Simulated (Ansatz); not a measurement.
# BCl3H2: the cost of one run

All numbers below are computed with Ansatz 0.2.0 (RKS BHLYP/def2-SVP).

## (1) The system as given

Bond lengths: B1–Cl3 1.860 Å, B1–Cl4 1.860 Å, B1–Cl5 2.160 Å, Cl5–H6 1.527 Å. Angles: Cl3–B1–Cl4 120.0°, Cl3–B1–Cl5 97.0°, Cl4–B1–Cl5 101.2°, B1–Cl5–H6 58.2°.

As a file:

```xyz
6

B     0.0000    0.0000    0.0000
H     0.0000    0.0000    1.5400
Cl    1.6108    0.0000   -0.9300
Cl   -1.6108    0.0000   -0.9300
Cl    0.0903   -2.0478    0.6811
H     0.0386   -0.8759    1.6586
```

## (2) A restrained relaxation towards end A

Springs on the bonds that form and break draw the guess towards this end; the thresholds are loose.

input.yaml reads:

```yaml
crystal:
  periodic: [false, false, false]
  atoms:
    - { symbol: B, position_ang: [0.0, 0.0, 0.0] }
    - { symbol: H, position_ang: [0.0, 0.0, 1.54] }
    - { symbol: Cl, position_ang: [1.6108, 0.0, -0.93] }
    - { symbol: Cl, position_ang: [-1.6108, 0.0, -0.93] }
    - { symbol: Cl, position_ang: [0.0903, -2.0478, 0.6811] }
    - { symbol: H, position_ang: [0.0386, -0.8759, 1.6586] }
basis:
  gaussian: { orbitals: def2-SVP }
hamiltonian:
  xc: { name: BHLYP }
relax:
  f_tol: 0.15
  max_steps: 25
  restrain:
    - { distance: [0, 4], at: 3.06, k: 30.0 }
    - { distance: [5, 1], at: 1.86, k: 30.0 }
    - { distance: [0, 1], at: 1.19, k: 30.0 }
    - { distance: [5, 4], at: 1.37, k: 30.0 }
output:
  orbitals: {}
```

The run is started by

```
> ansatz run input.yaml --threads 1 --pin off --max-ram 2048MiB --backend cpu --events-out ev --progress --plain --runs-dir out
```

What time and memory should one allow on 1 thread of Arm Neoverse V2, shared host?

About 18 s, with a peak of 0.15 GiB.
